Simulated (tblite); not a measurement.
# AlCl3H2O3Ti: the cost of one run

Programs: tblite 0.8.0 and PySCF 2.14.0. All values are calculated, for the isolated system unless a continuum is named. Atoms count from 0, parts from 1.

### 1 The system as given

10 atoms, charge 0, multiplicity 1; geometry: distance geometry start.

### 2 Geometry optimisation with GFN2-xTB

What the job is given:

```
{"job": {"kind": "relax", "xc": "GFN2-xTB", "basis": "xTB"}, "charge": 0, "multiplicity": 1}
O     -1.034929     0.554980     2.670817
Al     0.349623    -0.502737     2.012913
O      2.065055     0.278656     1.984875
O     -0.084230    -1.550376     0.528395
Ti     0.554644    -1.248433    -1.286778
Cl    -0.426903     0.579032    -2.144744
Cl     0.085202    -3.035087    -2.577696
Cl     2.801408    -0.929649    -1.268666
H     -1.192973     1.468545     2.453133
H      2.381041     0.887550     1.303890
```

Method: GFN2-xTB geometry optimisation, gas phase.

On the command line:

```bash
> OMP_NUM_THREADS=1 python cluster_run.py task.json out
```

The driver reads the jobs from task.json and runs them one after another.

**Question.** How long does this first job take on 1 thread of AMD EPYC 7R43, shared host?

About 8.4 s.
